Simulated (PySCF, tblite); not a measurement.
# C₂H₁₂OSSi₃: geometry, infrared bands and NMR shifts

Wanted: the infrared bands and NMR shifts of C₂H₁₂OSSi₃ (`O[Si@H](CC[SiH3])[SiH2]S`), by calculation.

Programs: tblite 0.8.0 and PySCF 2.14.0, with density-fitted response routines of our own. Each step states its level of theory. These are calculated values for one molecule in the gas phase, unless marked as measured. Atoms count from 0, in the outputs and in this text.

## (1) Starting geometry

19 atoms, charge 0, multiplicity 1; geometry from: force field or distance geometry start.

Bonds of the start (Å): O0–Si1 1.65, Si1–C2 1.89, C2–C3 1.54, C3–Si4 1.86, Si1–Si5 2.33, Si5–S6 2.15, O0–H7 0.97, Si1–H8 1.49, C2–H9 1.09, C2–H10 1.10, C3–H11 1.11, C3–H12 1.10, Si4–H13 1.48, Si4–H14 1.48, Si4–H15 1.48, Si5–H16 1.49, Si5–H17 1.48, S6–H18 1.34.

## (2) Geometry optimisation with GFN2-xTB

The job: settings as JSON, then the geometry in Å.

```
{"job": {"kind": "relax", "xc": "GFN2-xTB", "basis": "xTB"}, "charge": 0, "multiplicity": 1}
O      0.232200     0.353900    -2.108500
Si     0.813200    -0.136300    -0.643100
C     -0.374000     0.221900     0.779000
C     -1.708500    -0.548600     0.793700
Si    -3.049500    -0.056800    -0.401000
Si     2.850400     0.888500    -0.151300
S      3.648600     0.176700     1.712600
H     -0.409100    -0.227000    -2.539900
H      0.998400    -1.614800    -0.724100
H      0.144200    -0.009800     1.711100
H     -0.584900     1.302400     0.795000
H     -2.144000    -0.437900     1.805300
H     -1.516900    -1.627500     0.693300
H     -3.326700     1.396000    -0.290100
H     -4.292200    -0.812800    -0.130900
H     -2.609000    -0.357700    -1.782800
H      3.865200     0.608800    -1.200400
H      2.685200     2.355700    -0.026000
H      4.767700     0.911600     1.700500
```

Started as:

```console
$ OMP_NUM_THREADS=1 python probes_run.py task.json out
```

The driver reads the jobs from task.json and runs them one after another.

**Question.** This job is followed by: GFN2-xTB harmonic vibrations, gas phase; GIAO PBE0/pcSseg-1 NMR shielding, non-relativistic, gas phase. What will the session give for the following? strongest single infrared mode (GFN2-xTB); zero-point energy (GFN2-xTB); 13C shifts against TMS (PBE0/pcSseg-1); 1H shifts against TMS (PBE0/pcSseg-1, means over atoms taken as alike); 17O shifts against H2O (PBE0/pcSseg-1); 29Si shifts against TMS (PBE0/pcSseg-1); 33S shifts against CS2 (PBE0/pcSseg-1).

As calculated:

```
                                                              quantity                                                            value
                             strongest single infrared mode (GFN2-xTB)                                             632 cm⁻¹, 649 km/mol
                                          zero-point energy (GFN2-xTB)                                                    79.4 kcal/mol
                                13C shifts against TMS (PBE0/pcSseg-1)                                                    18.4, 6.6 ppm
1H shifts against TMS (PBE0/pcSseg-1, means over atoms taken as alike)  5.53, 4.90, 4.87, 3.88, 1.46, 1.15, 1.04, 1.03, 0.99, -0.28 ppm
                                17O shifts against H2O (PBE0/pcSseg-1)                                                         31.0 ppm
                               29Si shifts against TMS (PBE0/pcSseg-1)                                            5.5, -67.1, -68.7 ppm
                                33S shifts against CS2 (PBE0/pcSseg-1)                                                         -297 ppm
```

What this shows: Relaxing lowered the energy by 0.234 eV in 110 steps; the close pair that moved most is Si1–Si5, from 2.333 to 2.295 Å. All 51 modes are real, so the xTB geometry is a minimum. The strongest single mode, at 632 cm⁻¹, moves mainly H8. Unscaled tight-binding wavenumbers are off by several per cent, some by more. Its intensities can rank the bands wrongly. At PBE0/pcSseg-1: Shielding is most anisotropic at S6 (span 327 ppm, paramagnetic term -257 ppm).
